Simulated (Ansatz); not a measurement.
# C2H3AlO2: one species, many methods

One table from this session's results is given with a row withheld; the runs are named, their logs left out.

Method: functionals in def2-TZVPP, the program's frozen cores in correlated methods; program: Ansatz 0.2.0, Gaussian basis.

Plan: LDA (SPW92), PBE-D4, revPBE-D4, BLYP-D4, r2SCAN-D4, B97M-V, PBE0-D4, B3LYP-D4, r2SCANh-D4, r2SCAN0-D4, HSE06-D4, BHLYP-D4, CAM-B3LYP-D4, LC-ωPBE, ωB97X-V, ωB97M-V, B2PLYP, PBE-QIDH; CCSD(T)/def2-SVP; CCSD(T)/def2-TZVPP; MP2/def2-QZVPP; extrapolation to the limit; RPA on PBE.

## Structure used throughout

All runs share one geometry, relaxed beforehand with PBE0-D4 in a triple-zeta def2 set.

SMILES `O=[C]1[CH2][Al]1[OH]`, 8 atoms, charge 0, spin multiplicity 1.

Atoms are counted from 1 here; the program's logs count them from 0.

Bond lengths: O1–C2 1.189 Å, C2–C3 1.488 Å, C2–Al4 1.976 Å, C3–Al4 1.961 Å, C3–H6 1.110 Å, C3–H7 1.091 Å, Al4–O5 1.685 Å, O5–H8 0.956 Å. Angles: O1–C2–C3 131.5°, O1–C2–Al4 149.2°, C3–C2–Al4 67.3°, C2–C3–Al4 68.3°, C2–C3–H6 106.4°, C2–C3–H7 121.5°, Al4–C3–H6 85.9°, Al4–C3–H7 153.3°, H6–C3–H7 111.8°, C2–Al4–C3 44.4°, C2–Al4–O5 177.5°, C3–Al4–O5 137.3°, Al4–O5–H8 126.5°.

The first run:

File in.yaml:

```yaml
crystal:
  periodic: [false, false, false]
  atoms:
    - {symbol: O, position_ang: [1.292745, -1.483863, 1.597236]}
    - {symbol: C, position_ang: [0.647011, -0.665784, 1.024665]}
    - {symbol: C, position_ang: [1.043503, 0.457807, 0.133400]}
    - {symbol: Al, position_ang: [-0.738213, -0.228335, -0.314761]}
    - {symbol: O, position_ang: [-1.926843, 0.072678, -1.470447]}
    - {symbol: H, position_ang: [0.513853, 1.358034, 0.510123]}
    - {symbol: H, position_ang: [2.091537, 0.667733, -0.087514]}
    - {symbol: H, position_ang: [-2.831494, -0.235370, -1.448602]}
basis:
  gaussian: {orbitals: def2-TZVPP}
hamiltonian: {xc: lda}
output: {orbitals: {seedname: orbitals}}
```

Launch:

```bash
> ansatz run in.yaml --threads 2 --pin off --events-out ev --progress --plain --max-ram 4352MiB
```

Steps of the session up to this table: LDA; PBE-D4 (GGA); revPBE-D4 (GGA); BLYP-D4 (GGA); r2SCAN-D4 (meta-GGA); B97M-V (meta-GGA); PBE0-D4 (hybrid); B3LYP-D4 (hybrid); r2SCANh-D4 (hybrid); r2SCAN0-D4 (hybrid); HSE06-D4 (hybrid); BHLYP-D4 (hybrid); CAM-B3LYP-D4 (range-separated); LC-ωPBE (range-separated); ωB97X-V (range-separated); ωB97M-V (range-separated); B2PLYP (double hybrid); PBE-QIDH (double hybrid).

One of the session's tables, all rows but one given; the rest of the session is left out.

It belongs to the step «Frontier levels by functional». 

| functional | HOMO (eV) | LUMO (eV) | gap (eV) |
| --- | --- | --- | --- |
| LDA (SPW92) | -5.13 | -2.46 | 2.66 |
| PBE-D4 | -4.96 | -2.26 | 2.70 |
| revPBE-D4 | -4.89 | -2.17 | 2.72 |
| BLYP-D4 | ? | ? | ? |
| r2SCAN-D4 | -5.10 | -2.06 | 3.04 |
| B97M-V | -5.16 | -2.11 | 3.06 |
| PBE0-D4 | -6.02 | -1.51 | 4.51 |
| B3LYP-D4 | -5.87 | -1.76 | 4.11 |
| r2SCANh-D4 | -5.50 | -1.78 | 3.72 |
| r2SCAN0-D4 | -6.13 | -1.38 | 4.74 |
| HSE06-D4 | -5.63 | -1.88 | 3.75 |
| BHLYP-D4 | -7.07 | -0.80 | 6.27 |
| CAM-B3LYP-D4 | -7.28 | -0.61 | 6.66 |
| LC-ωPBE | -8.41 | 0.51 | 8.92 |
| ωB97X-V | -8.15 | 0.40 | 8.56 |
| ωB97M-V | -8.07 | 0.18 | 8.25 |

Q: Estimate the row for BLYP-D4 from the others.

Worked estimate for «HOMO (eV)». Against the share of exact exchange, B3LYP-D4 (0.2, -5.87), BHLYP-D4 (0.5, -7.07) give a slope of -4.00 per unit share; at 0 the line stands at -5.07.

**Answer.** HOMO (eV): -4.86; LUMO (eV): -2.18; gap (eV): 2.68. In «HOMO (eV)» the line misses by -0.21.
